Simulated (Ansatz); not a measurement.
## BClGeH4, SMILES [BH2][GeH2][Cl]: an active-space calculation, step by step

Computed with the Ansatz DFT code, driven from Python.

The cells in order, each with its output:

```python
import ansatz as az
```

```python
BASIS = 'def2-SVP'
```

```python
system = (
    az.Crystal.molecule()
    .atom('B', (-0.9823, -0.089, -0.6865))
    .atom('Ge', (0.6107, -0.1143, 0.4672))
    .atom('Cl', (1.5759, 1.8129, 0.4081))
    .atom('H', (-1.6418, -0.989, -0.8115))
    .atom('H', (-1.3057, 0.9439, -1.2887))
    .atom('H', (0.2006, -0.4298, 1.9227))
    .atom('H', (1.6039, -1.2028, -0.0571))
)

calc = (
    system.calculation()
    .basis(gaussian=BASIS)
    .correlation(active_electrons=6, active_orbitals=7)
)
for method in [None]:
    data = (calc if method is None else calc.correlation(method)).run(threads=1).report
    space = data['configurations']
    state = space['states'][0]
    print(method or 'casscf', f'total {data["free_energy_ev"] / 27.211386246:.6f} Ha, active-space state {state["energy"]["hartree"]:.6f} Ha, mean field {data["reference_energy_ev"] / 27.211386246:.6f} Ha')
    print('  determinants', state['n_determinants'], ' natural occupations', [round(n, 3) for n in space['natural_occupations']])
```

    casscf total -2561.498602 Ha, active-space state -2561.498602 Ha, mean field -2561.449389 Ha
      determinants 1225  natural occupations [1.98, 1.976, 1.974, 0.027, 0.02, 0.017, 0.007]

Notes:
- Total energies depend on the basis set; only differences at equal settings carry meaning.
- The geometry is a force-field or estimated start, not a minimum of this method, and the basis set is short of its limit. The active space starts as a window about the frontier orbitals and is then optimised, not chosen by chemistry.
- Finished in 22 s on 1 thread of Arm Neoverse V2, on a shared host, peak memory 0.3 GiB.
